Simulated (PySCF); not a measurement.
Molecule: CFH3, in a box.

```
C F H
1.0
    12.00000    0.00000    0.00000
     0.00000   11.00000    0.00000
     0.00000    0.00000   11.00000
C F H
1 1 3
Direct
  0.48955 0.50101 0.49386
  0.58495 0.43343 0.47782
  0.41722 0.44103 0.48788
  0.48504 0.57039 0.42297
  0.49212 0.54425 0.58321
```

Base run:

* Program: PySCF 2.14.0
* Functional: M06
* Dispersion: D3
* Potentials or basis: cc-pvdz (all-electron)
* k mesh: 1 × 1 × 1
* Occupations: fixed
* Spin: no spin polarisation

Its results: gap between the frontier levels 11.66 eV.

Question: The run is repeated on the same cell with these changes: functional from M06 to M06-L. What comes out?

Answer: Gap between the frontier levels 10.21 eV.

Caveats: this is a molecule in a periodic box at the Γ point, so its band gap is the HOMO-LUMO gap; the basis of atomic orbitals isn't converged, which shifts pressures, moduli and gaps.

